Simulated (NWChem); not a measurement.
# One shape, several levels: Si2H3ClF (SMILES F[SiH][SiH2]Cl)

Aim: a comparison of 3 runs (UHF/STO-3G, UHF/3-21G, UB3LYP/6-31G*) of Si2H3ClF. 

The results are computed with NWChem 7.3.0.

## (1) The molecule

Si2H3ClF has 7 atoms, charge 0, and is taken as a doublet. SMILES: `F[SiH][SiH2]Cl`. Geometry: relaxed at PBE0-D4/def2-TZVP. This is one conformer, not always the lowest.

Bond lengths: F1–Si2 1.610 Å, Si2–Si3 2.344 Å, Si3–Cl4 2.062 Å, Si2–H5 1.492 Å, Si3–H6 1.486 Å, Si3–H7 1.483 Å. Angles: F1–Si2–Si3 111.0°, Si2–Si3–Cl4 104.1°, F1–Si2–H5 107.4°, Si3–Si2–H5 112.6°, Si2–Si3–H6 114.8°, Si2–Si3–H7 111.5°, Cl4–Si3–H6 108.3°, Cl4–Si3–H7 108.7°, H6–Si3–H7 109.2°.

## (2) Energy and gradient at UHF/STO-3G (run 1)

Contents of clfh3si2.nw:

```
START clfh3si2
memory total 2200 mb
GEOMETRY noautosym nocenter noautoz
F    -0.711100   -1.904300    1.447600
Si   -0.864900   -1.133800    0.042900
Si    0.757100    0.544300   -0.177200
Cl    0.253100    1.504900   -1.930300
H    -2.255700   -0.597500   -0.021700
H     0.767100    1.548800    0.918100
H     2.115800   -0.030600   -0.325200
END
BASIS spherical bse
F library STO-3G
Si library STO-3G
Cl library STO-3G
H library STO-3G
END
SCF
nopen 1
uhf
thresh 1e-08
maxiter 80
noprint "final vectors analysis"
END
TASK scf gradient
```

Started as:

```bash
$ nwchem clfh3si2.nw > clfh3si2.out
```

Output:

```text
[...]
  functions       =    35
[...]
  wavefunction    = UHF
[...]
         Total SCF energy =  -1125.601676496686
      One electron energy =  -2076.715832885855
      Two electron energy =    696.019686880255
 Nuclear repulsion energy =    255.094469508915
                       Sz =      0.5000
                 Sz(Sz+1) =      0.7500
                      S^2 =      0.7522
[...]
                         UHF ENERGY GRADIENTS
    atom               coordinates                        gradient
                 x          y          z           x          y          z
   1 F      -1.343784  -3.598605   2.735567   -0.001211   0.004144  -0.015797
   2 Si     -1.634424  -2.142571   0.081069    0.011141  -0.025454   0.022875
   3 Si      1.430712   1.028578  -0.334859   -0.005393   0.023598  -0.042042
   4 Cl      0.478290   2.843849  -3.647738    0.000016  -0.012531   0.016348
   5 H      -4.262655  -1.129111  -0.041007   -0.029185   0.006771  -0.004616
   6 H       1.449609   2.926808   1.734957   -0.001528   0.018389   0.024432
   7 H       3.998282  -0.057826  -0.614539    0.026159  -0.014917  -0.001200
[...]
```

Run time: 2.4 s. Hardware: 1 thread of Intel Xeon 6975P-C (Granite Rapids), shared host; peak memory 0.096 GiB.

## (3) Energy and gradient at UHF/3-21G (run 2)

Contents of run.py:

```python
from ase import Atoms
from ase.calculators.nwchem import NWChem

system = Atoms('FSiSiClHHH', positions=[
    [-0.711100, -1.904300, 1.447600],
    [-0.864900, -1.133800, 0.042900],
    [0.757100, 0.544300, -0.177200],
    [0.253100, 1.504900, -1.930300],
    [-2.255700, -0.597500, -0.021700],
    [0.767100, 1.548800, 0.918100],
    [2.115800, -0.030600, -0.325200],
])

calc = NWChem(
    label='clfh3si2',
    theory='scf',
    memory='2200 mb',
    basis='3-21G',
    basispar='spherical bse',
    scf={'nopen': '1', 'uhf': None, 'thresh': '1e-08', 'maxiter': '80'},
)
system.calc = calc

forces = system.get_forces()
e = system.get_potential_energy()
print(f"E = {e:.6f} eV")
print("forces (eV/A):")
for s, f in zip(system.symbols, forces):
    print(f"{s:2s} {f[0]:10.5f} {f[1]:10.5f} {f[2]:10.5f}")
```

Started as:

```bash
$ export ASE_NWCHEM_COMMAND="nwchem PREFIX.nwi > PREFIX.nwo"
$ python run.py
```

Output:

```text
E = -30824.448738 eV
forces (eV/A):
F     0.24246   -0.76418    1.24297
Si   -0.59850    0.47247   -1.00828
Si    0.83525   -0.88055    2.11273
Cl   -0.54189    1.17371   -2.08301
H     0.21016    0.04654   -0.13251
H    -0.04571   -0.07724   -0.09600
H    -0.10166    0.02921   -0.03589
```

The calculator wrote clfh3si2.nwi:

```
title "clfh3si2"

permanent_dir clfh3si2

scratch_dir clfh3si2

start clfh3si2

geometry units angstrom nocenter noautosym noautoz
  F  -7.1109999999999995e-01 -1.9043000000000001e+00 1.4476000000000000e+00
  Si -8.6490000000000000e-01 -1.1337999999999999e+00 4.2900000000000001e-02
  Si 7.5710000000000000e-01 5.4430000000000001e-01 -1.7720000000000000e-01
  Cl 2.5309999999999999e-01 1.5048999999999999e+00 -1.9302999999999999e+00
  H  -2.2557000000000000e+00 -5.9750000000000003e-01 -2.1700000000000001e-02
  H  7.6710000000000000e-01 1.5488000000000000e+00 9.1810000000000003e-01
  H  2.1158000000000001e+00 -3.0599999999999999e-02 -3.2519999999999999e-01
end

memory 2200 mb

basis spherical bse noprint
   * library 3-21G
end

scf
  nopen 1
  uhf
  thresh 1e-08
  maxiter 80
end

task scf gradient
```

clfh3si2.nwo (excerpt; [...] marks lines left out):

```text
[...]
      One electron energy =  -2079.753445838555
[... 1 line left out ...]
 Nuclear repulsion energy =    255.094469508915
[... 51 lines left out ...]
          Final beta eigenvalues
[... 241 lines left out ...]
                     UHF Final Beta Molecular Orbital Analysis
[...]
  wavefunction    =   UHF
                         UHF ENERGY GRADIENTS
    atom               coordinates                        gradient
                 x          y          z           x          y          z
   1 F      -1.343784  -3.598605   2.735567   -0.004715   0.014861  -0.024172
   2 Si     -1.634424  -2.142571   0.081069    0.011639  -0.009188   0.019608
   3 Si      1.430712   1.028578  -0.334859   -0.016243   0.017124  -0.041086
   4 Cl      0.478290   2.843849  -3.647738    0.010538  -0.022825   0.040508
   5 H      -4.262655  -1.129111  -0.041007   -0.004087  -0.000905   0.002577
   6 H       1.449609   2.926808   1.734957    0.000889   0.001502   0.001867
   7 H       3.998282  -0.057826  -0.614539    0.001977  -0.000568   0.000698
[...]
```

Run time: 3.6 s. Hardware: 1 thread of Intel Xeon 6975P-C (Granite Rapids), shared host; peak memory 0.096 GiB.

## (4) Energy and gradient at UB3LYP/6-31G(d) (Cartesian functions) (run 3)

Contents of geom.nw:

```
echo
start geom
title "ClFH3Si2"
memory stack 880 mb heap 220 mb global 1100 mb
geometry units angstroms noautosym nocenter noautoz
  F       -0.711100      -1.904300       1.447600
  Si      -0.864900      -1.133800       0.042900
  Si       0.757100       0.544300      -0.177200
  Cl       0.253100       1.504900      -1.930300
  H       -2.255700      -0.597500      -0.021700
  H        0.767100       1.548800       0.918100
  H        2.115800      -0.030600      -0.325200
end
basis
  * library 6-31G*
end
dft
  xc b3lyp
  mult 2
  grid xfine
  convergence energy 1e-08
  iterations 100
  mulliken
end
task dft gradient
```

Started as:

```bash
$ nwchem geom.nw > geom.out
```

Output:

```text
[...]
          Wavefunction type:  spin polarized.
          No. of atoms     :     7
          No. of electrons :    57
[...]
          Charge           :     0
          Spin multiplicity:     2
[...]
          AO basis - number of functions:    78
[...]
              XC Information
              --------------
                         B3LYP Method XC Potential
                     Hartree-Fock (Exact) Exchange  0.200
                        Slater Exchange Functional  0.800 local
                    Becke 1988 Exchange Functional  0.720 non-local
              Lee-Yang-Parr Correlation Functional  0.810
                  VWN I RPA Correlation Functional  0.190 local
[...]
 d= 0,ls=0.0,diis     1  -1140.7946454356 -1.40D+03  1.11D-02  1.92D-01     3.0
[...]
 d= 0,ls=0.0,diis    11  -1140.8755020516 -3.44D-09  3.18D-07  5.25D-10    31.0
[...]
         Total DFT energy =    -1140.875502051573
      One electron energy =    -2087.341685500543
           Coulomb energy =      773.147057593180
    Exchange-Corr. energy =      -81.775343653124
 Nuclear repulsion energy =      255.094469508915
[...]
      Total Density - Mulliken Population Analysis
     ---------------------------------------------
    Atom       Charge   Shell Charges
 -----------   ------   -------------------------------------------------------
    1 F    9     9.37   1.99  0.95  3.32  0.94  2.10  0.07
    2 Si  14    13.52   2.00  1.99  5.96  1.11  1.62  0.33  0.38  0.12
    3 Si  14    13.72   2.00  1.99  5.96  1.07  1.92  0.27  0.35  0.16
    4 Cl  17    17.25   2.00  1.99  5.97  1.45  3.64  0.56  1.66 -0.03
    5 H    1     1.07   0.50  0.57
    6 H    1     1.04   0.51  0.53
    7 H    1     1.04   0.51  0.53
[...]
      <S2> =      0.7518 (Exact =     0.7500)
[...]
  wavefunction    = open shell
                         DFT ENERGY GRADIENTS
    atom               coordinates                        gradient
                 x          y          z           x          y          z
   1 F      -1.343784  -3.598605   2.735567   -0.001399   0.005633  -0.009601
   2 Si     -1.634424  -2.142571   0.081069    0.001511  -0.000591   0.007543
   3 Si      1.430712   1.028578  -0.334859   -0.001546   0.003358  -0.006772
   4 Cl      0.478290   2.843849  -3.647738    0.001617  -0.005758   0.008826
   5 H      -4.262655  -1.129111  -0.041007    0.001112  -0.001884   0.000718
   6 H       1.449609   2.926808   1.734957   -0.000575  -0.000575  -0.000442
   7 H       3.998282  -0.057826  -0.614539   -0.000721  -0.000184  -0.000272
[...]
```

Wall time 38 s (1 thread of Intel Xeon 6975P-C (Granite Rapids), shared host); peak memory 0.14 GiB.

## (5) The series

```
run                                level  Cartesian functions  iteration cap   energy (Eh)  dipole moment (D)   ⟨S²⟩  largest force (eV/Å)  wall time
  1                           UHF/STO-3G                   no             80  -1125.601676               2.22  0.752                 2.495      2.4 s
  2                            UHF/3-21G                   no             80  -1132.777607               1.14  0.753                 2.452      3.6 s
  3  UB3LYP/6-31G* (Cartesian functions)                  yes            100  -1140.875502               0.55  0.752                 0.577       38 s
```

## (6) Summary of results

| quantity | value |
| --- | --- |
| run 3: total energy | -1140.87550 Eh |
| run 3: dipole moment | 0.55 D |
| run 3: HOMO energy (highest over α and β) | -6.05 eV |
| run 3: LUMO energy (lowest over α and β) | -3.15 eV |
| run 3: ⟨S²⟩ | 0.752 |
| run 3: largest force on an atom | 0.577 eV/Å |

In words: The dipole moment (its size) runs from 0.55 D (UB3LYP/6-31G*) to 2.22 D (UHF/STO-3G). The two ends differ in method and basis. In run 1 the basis is minimal, so the values are rough. All runs together took 44 s, the longest 38 s.
